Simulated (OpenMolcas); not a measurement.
# Si2H3OF (SMILES F[Si]O[SiH3]) in OpenMolcas

Wanted: the vertical excitations of Si2H3OF.

Program for the calculation: OpenMolcas 26.06.

## (1) Starting point

Si2H3OF: 7 atoms, total charge 0, spin state singlet. As SMILES, `F[Si]O[SiH3]`. The shape is that of a PBE0-D4/def2-TZVP optimisation. This is one conformer, not always the lowest.

Bond lengths: F1–Si2 1.617 Å, Si2–O3 1.630 Å, O3–Si4 1.657 Å, Si4–H5 1.482 Å, Si4–H6 1.483 Å, Si4–H7 1.483 Å. Angles: F1–Si2–O3 101.9°, Si2–O3–Si4 146.4°, O3–Si4–H5 107.7°, O3–Si4–H6 109.7°, O3–Si4–H7 109.7°, H5–Si4–H6 109.9°, H5–Si4–H7 109.9°, H6–Si4–H7 109.9°.

## (2) The job

The input, step15.inp:

```
&gateway
basisset
F.ANO-RCC-VDZ....
F1 0.639300 -1.829500 1.608700 angstrom
End of Basis
basisset
Si.ANO-RCC-VDZ....
Si2 -0.428700 -2.165500 0.441500 angstrom
Si4 -0.025600 0.837100 -0.406700 angstrom
End of Basis
basisset
O.ANO-RCC-VDZ....
O3 -0.538300 -0.736500 -0.334600 angstrom
End of Basis
basisset
H.ANO-RCC-VDZ....
H5 -0.705100 1.480700 -1.555500 angstrom
H6 -0.385700 1.537800 0.850000 angstrom
H7 1.444000 0.875800 -0.603300 angstrom
End of Basis
&seward
relativistic
R02E00
&rasscf
fileorb
$CurrDir/step2.RasOrb
spin
2
nactel
10 0 0
inactive
19
ras2
10
ciroot
5 5 1
orblisting
Nothing
orbappear
Compact
&caspt2
multistate
all
```

Command:

```sh
export MOLCAS_MEM=1860
pymolcas step15.inp > step15.log
```

Standard output:

```text
--- Start Module: gateway ---

                                              &GATEWAY

                       available to each process: 1.9 GB of memory, 1 thread

++    Symmetry information:
      ---------------------

                    Character Table for C1

                             E
                    a        1  x, y, xy, Rz, z, xz, Ry, yz, Rx, I
--

++    Basis set information:
      ----------------------

      Basis set label: F.ANO-RCC...3S2P.

      Electronic valence basis set:
      ------------------
      Associated Effective Charge   9.000000 au
      Associated Actual Charge      9.000000 au
      Nuclear Model: Point charge

      Shell  nPrim  nBasis  Cartesian Spherical Contaminant
         s      14       3        X
         p       9       2        X

      Basis set label: SI.ANO-RCC...4S3P.

      Electronic valence basis set:
      ------------------
      Associated Effective Charge  14.000000 au
      Associated Actual Charge     14.000000 au
      Nuclear Model: Point charge

      Shell  nPrim  nBasis  Cartesian Spherical Contaminant
         s      17       4        X
         p      12       3        X

      Basis set label: O.ANO-RCC...3S2P.

[... 102 lines left out ...]
                  Orbital angular momentum around ( -0.1773  -1.6043   0.5000 )
                  Velocity quadrupole around ( -0.1773  -1.6043   0.5000 )
                  Atomic mean-field integrals
                  Two-Electron Repulsion integrals

                   Integrals are discarded if absolute value <: 1.00E-14
                   Integral cutoff threshold is set to       <: 1.00E-16

            Nuclear Potential Energy            211.02363563 au

      Basis set specifications :
      Symmetry species         a
      Basis functions           50

--- Stop Module: seward /rc=_RC_ALL_IS_WELL_ ---
--- Module seward spent 1 second ---

--- Start Module: rasscf ---

                                              &RASSCF

                       available to each process: 1.9 GB of memory, 1 thread

 ******************** ERROR *********************
 ###############################################################################
 ###    ERROR: No such wave function.                                        ###
 ###############################################################################
 The following combined specifications are wrong.
 Nr of active electrons NACTEL=  10
 Nr of active orbitals     NAC=  10
 Spin degeneracy         ISPIN=   2
 There can be no such wave function.
 ************************************************
--- Stop Module: rasscf /rc=_RC_INPUT_ERROR_ ---

.####################.
.# User input error #.
.####################.

    Timing: Wall=2.05 User=1.53 System=0.42
```

Run time: 2.2 s. Hardware: 1 thread of Intel Xeon 6975P-C (Granite Rapids), shared host; peak memory 0.41 GiB.

## (3) What went wrong

The program broke off before the end.

The log says `ERROR: No such wave function.`. The fault: the electron count doesn't fit the spin or reference typed: an even count needs an odd multiplicity, an odd count an even one.
